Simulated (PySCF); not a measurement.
# Tc⁺, Tc²⁺: ionisation energy in def2-SVP with ECP28

Each state of technetium is computed at each level; their differences give the ionisation energy. How far do the methods differ?

Program: PySCF 2.14.0. Level of theory: unrestricted determinants in a Gaussian basis, no spin-orbit coupling in the energies. These are calculated values, not measurements, unless marked.

## 1. The system

| Item | Value |
| --- | --- |
| Element | technetium (Z = 43) |
| Basis | def2-SVP with the def2 core potential (28 electrons) (5s3p2d1f, 31 functions) |
| Hamiltonian | scalar relativity through the core potential |
| State 1 | Tc⁺: [Kr] 4d5 5s1, high-spin 7S determinant |
| State 2 | Tc²⁺: [Kr] 4d5, high-spin 6S determinant |
| Methods | UHF, MN15, PBE0, MP2 |
| Core shells frozen in the correlated runs | valence: 4s2 4p6 (for Tc⁺) |

The outer shells:

Tc+ [Kr] 4d5 5s1
```
[Kr] core
4d [↑ ][↑ ][↑ ][↑ ][↑ ]
5s [↑ ]
```

Tc2+ [Kr] 4d5
```
[Kr] core
4d [↑ ][↑ ][↑ ][↑ ][↑ ]
```

The runs were made by one driver on top of PySCF. The scripts below sum up each run's settings (the driver also hands on starting orbitals that pick excited configurations, and frozen orbitals as a list rather than a count), and the logs come from the driver's own runs. The driver starts from symmetry-adapted Hartree-Fock orbitals, holds the occupation by maximum overlap and uses a logarithmic radial grid for functionals, so a plain start would take other cycles.

The driver's launch:

```
$ OMP_NUM_THREADS=1 python atomrun2.py TASK.json OUT
```

The integrals over 31 functions and the set-up took 0.08 s of CPU time.

## 2. Tc⁺

Level: UHF.

The input, input.py:

```python
from pyscf import gto, scf, dft, mp, cc
import basis_set_exchange as bse
txt = bse.get_basis("def2-SVP", elements=["Tc"], fmt="nwchem", header=False)
cut = txt.index("\nECP")
mol = gto.M(atom="Tc 0 0 0", charge=1, spin=6, symmetry="D2h",
            basis=gto.basis.parse(txt[:cut]),
            ecp={"Tc": gto.basis.parse_ecp(txt[cut:])})
mf = scf.UHF(mol)
mf.irrep_nelec = {'Ag': (4, 1), 'B1g': (1, 0), 'B2g': (1, 0), 'B3g': (1, 0), 'B1u': (1, 1), 'B2u': (1, 1), 'B3u': (1, 1)}
mf.kernel()
```

Level: MN15.

Changes to input.py:

```diff
@@ -7,3 +7,3 @@
             ecp={"Tc": gto.basis.parse_ecp(txt[cut:])})
-mf = scf.UHF(mol)
+mf = dft.UKS(mol, xc="MN15")
 mf.irrep_nelec = {'Ag': (4, 1), 'B1g': (1, 0), 'B2g': (1, 0), 'B3g': (1, 0), 'B1u': (1, 1), 'B2u': (1, 1), 'B3u': (1, 1)}
```

Level: PBE0.

Changes to input.py:

```diff
@@ -7,3 +7,3 @@
             ecp={"Tc": gto.basis.parse_ecp(txt[cut:])})
-mf = dft.UKS(mol, xc="MN15")
+mf = dft.UKS(mol, xc="PBE0")
 mf.irrep_nelec = {'Ag': (4, 1), 'B1g': (1, 0), 'B2g': (1, 0), 'B3g': (1, 0), 'B1u': (1, 1), 'B2u': (1, 1), 'B3u': (1, 1)}
```

Level: MP2 (valence).

Changes to input.py:

```diff
@@ -7,4 +7,5 @@
             ecp={"Tc": gto.basis.parse_ecp(txt[cut:])})
-mf = dft.UKS(mol, xc="PBE0")
+mf = scf.UHF(mol)
 mf.irrep_nelec = {'Ag': (4, 1), 'B1g': (1, 0), 'B2g': (1, 0), 'B3g': (1, 0), 'B1u': (1, 1), 'B2u': (1, 1), 'B3u': (1, 1)}
 mf.kernel()
+mp.UMP2(mf, frozen=4).kernel()
```

## 3. Tc²⁺: the ladder of methods

Level: UHF.

The input, input.py:

```python
from pyscf import gto, scf, dft, mp, cc
import basis_set_exchange as bse
txt = bse.get_basis("def2-SVP", elements=["Tc"], fmt="nwchem", header=False)
cut = txt.index("\nECP")
mol = gto.M(atom="Tc 0 0 0", charge=2, spin=5, symmetry="D2h",
            basis=gto.basis.parse(txt[:cut]),
            ecp={"Tc": gto.basis.parse_ecp(txt[cut:])})
mf = scf.UHF(mol)
mf.irrep_nelec = {'Ag': (3, 1), 'B1g': (1, 0), 'B2g': (1, 0), 'B3g': (1, 0), 'B1u': (1, 1), 'B2u': (1, 1), 'B3u': (1, 1)}
mf.kernel()
```

Level: MN15.

Changes to input.py:

```diff
@@ -7,3 +7,3 @@
             ecp={"Tc": gto.basis.parse_ecp(txt[cut:])})
-mf = scf.UHF(mol)
+mf = dft.UKS(mol, xc="MN15")
 mf.irrep_nelec = {'Ag': (3, 1), 'B1g': (1, 0), 'B2g': (1, 0), 'B3g': (1, 0), 'B1u': (1, 1), 'B2u': (1, 1), 'B3u': (1, 1)}
```

Level: PBE0.

Changes to input.py:

```diff
@@ -7,3 +7,3 @@
             ecp={"Tc": gto.basis.parse_ecp(txt[cut:])})
-mf = dft.UKS(mol, xc="MN15")
+mf = dft.UKS(mol, xc="PBE0")
 mf.irrep_nelec = {'Ag': (3, 1), 'B1g': (1, 0), 'B2g': (1, 0), 'B3g': (1, 0), 'B1u': (1, 1), 'B2u': (1, 1), 'B3u': (1, 1)}
```

Level: MP2 (valence).

Changes to input.py:

```diff
@@ -7,4 +7,5 @@
             ecp={"Tc": gto.basis.parse_ecp(txt[cut:])})
-mf = dft.UKS(mol, xc="PBE0")
+mf = scf.UHF(mol)
 mf.irrep_nelec = {'Ag': (3, 1), 'B1g': (1, 0), 'B2g': (1, 0), 'B3g': (1, 0), 'B1u': (1, 1), 'B2u': (1, 1), 'B3u': (1, 1)}
 mf.kernel()
+mp.UMP2(mf, frozen=4).kernel()
```

What does the calculation give?

**Answer**, as computed:

| quantity | value |
| --- | --- |
| ionisation energy, Tc⁺ | UHF 14.277, MP2 (valence) 14.665 eV; reference 15.26 |

**Reading.** The methods span 1.112 eV, from UHF (14.277) to PBE0 (15.389). The reference is uncertain or not like for like (spin-orbit coupling or other relativistic terms), so no ranking of close methods is drawn. The basis is finite, and no extrapolation was made.
